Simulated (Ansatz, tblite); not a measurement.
**(ClBS)3 ring (B3S3Cl3): one state, many levels**

Aim: run the singlet of (ClBS)3 ring (B3S3Cl3) at one geometry on many levels, and compare frontier levels, spin and run time.

Computed with Ansatz 0.2.0, Gaussian basis. Level: as each input shows.

The runs, in order: GFN1-xTB, GFN2-xTB, PBE-D4/def2-TZVP, r2SCAN-D4/def2-TZVP, LC-ωPBE/def2-TZVP, r2SCAN0-D4/def2-TZVP, BLYP-D4/def2-TZVP, PBE-D4/def2-SVP, PBE0-D4/def2-SVP, PBE0-D4/def2-TZVPD, PBE-D4/def2-TZVPD, LC-ωPBE/def2-TZVPD, CCSD(T)/def2-SVP, MP2/def2-TZVP, RPA/def2-TZVP.

2 further runs of the same task are left out: 2 set aside as unsound or not needed.

## Step 1: The geometry

The geometry is that of the singlet, from an earlier relaxation (PBE-D4/def2-SVP).

9 atoms, charge 0, spin multiplicity 1.

Bond lengths: B1–Cl2 1.765 Å, B1–S3 1.815 Å, B1–S9 1.815 Å, S3–B4 1.815 Å, B4–Cl5 1.765 Å, B4–S6 1.815 Å, S6–B7 1.815 Å, B7–Cl8 1.765 Å, B7–S9 1.815 Å. Angles: Cl2–B1–S3 114.6°, Cl2–B1–S9 114.6°, S3–B1–S9 130.7°, B1–S3–B4 109.3°, S3–B4–Cl5 114.6°, S3–B4–S6 130.7°, Cl5–B4–S6 114.7°, B4–S6–B7 109.3°, S6–B7–Cl8 114.7°, S6–B7–S9 130.7°, Cl8–B7–S9 114.6°, B1–S9–B7 109.3°.

PBE0-D4/def2-TZVP was run before; its log isn't repeated, and its numbers join the tables.

## Step 2: GFN1-xTB

Tight binding, by tblite at 300 K electronic temperature and without a spin-polarisation term:

```python
tblite.interface.Calculator('GFN1-xTB', numbers, positions, charge=0, uhf=0).singlepoint()
```

Energy -771.7108 eV, HOMO -12.32 eV, LUMO -7.72 eV; 0.016 s.

## Step 3: GFN2-xTB

Tight binding, by tblite at 300 K electronic temperature and without a spin-polarisation term:

```python
tblite.interface.Calculator('GFN2-xTB', numbers, positions, charge=0, uhf=0).singlepoint()
```

Energy -742.5024 eV, HOMO -12.01 eV, LUMO -8.43 eV; 0.017 s.

## Step 4: PBE-D4/def2-TZVP

start.molden holds the orbitals of an earlier run on this state, given as this run's starting guess.

Input file in.yaml:

```yaml
crystal:
  periodic: [false, false, false]
  atoms:
    - {symbol: B, position_ang: [-1.600224, 0.418981, -0.432099]}
    - {symbol: Cl, position_ang: [-3.252569, 0.851757, -0.878470]}
    - {symbol: S, position_ang: [-1.008049, -1.142538, -1.143684]}
    - {symbol: B, position_ang: [0.695610, -1.444310, -0.594174]}
    - {symbol: Cl, position_ang: [1.413759, -2.935776, -1.207774]}
    - {symbol: S, position_ang: [1.783340, -0.466858, 0.481433]}
    - {symbol: B, position_ang: [0.904623, 1.025254, 1.026370]}
    - {symbol: Cl, position_ang: [1.838646, 2.084078, 2.086188]}
    - {symbol: S, position_ang: [-0.775147, 1.609411, 0.662210]}
basis:
  gaussian: {orbitals: def2-TZVP, initial_orbitals: start.molden}
hamiltonian: {xc: pbe, dispersion: d4}
scf: {omitted_lower_state_checks: [starts]}
output: {orbitals: {seedname: orbitals}}
```

The run is started by

```console
$ ansatz run in.yaml --threads 2 --pin off --events-out ev --progress --plain --max-ram 32768MiB --backend cuda --devices 0, --max-vram 18GiB
```

Further steps of the session: r2SCAN-D4/def2-TZVP; LC-ωPBE/def2-TZVP; r2SCAN0-D4/def2-TZVP; BLYP-D4/def2-TZVP; PBE-D4/def2-SVP; PBE0-D4/def2-SVP; PBE0-D4/def2-TZVPD; PBE-D4/def2-TZVPD; LC-ωPBE/def2-TZVPD; CCSD(T)/def2-SVP; MP2/def2-TZVP; RPA/def2-TZVP.

Q: Predict the results of all the runs planned. Wanted: gap in def2-TZVP, named functionals, smallest and largest; correlation energy, CCSD(T)/def2-SVP; correlation energy, MP2/def2-TZVP; binding an atom, CCSD(T)/def2-SVP; PBE0 total energy, smallest basis above largest.

The runs gave:

| quantity | value |
| --- | --- |
| gap in def2-TZVP, named functionals, smallest and largest | 4.30 eV (PBE-D4), 10.96 eV (LC-ωPBE) |
| correlation energy, CCSD(T)/def2-SVP | -30.63 eV |
| correlation energy, MP2/def2-TZVP | -36.39 eV |
| binding an atom, CCSD(T)/def2-SVP | 3.903 eV |
| PBE0 total energy, smallest basis above largest | 25.88 eV (def2-SVP, def2-TZVPD) |

What this shows: Over the named functionals in def2-TZVP the gap runs from 4.30 eV (PBE-D4) to 10.96 eV (LC-ωPBE); exact exchange widens it. The functionals in def2-TZVP miss CCSD(T)/def2-SVP by +0.219 (LC-ωPBE) to +0.473 eV (PBE-D4) an atom. The yardstick is in a double-zeta basis, so levels in larger sets aren't compared like for like. CCSD(T)/def2-SVP isn't at the basis-set limit; small misses against it rank nothing.
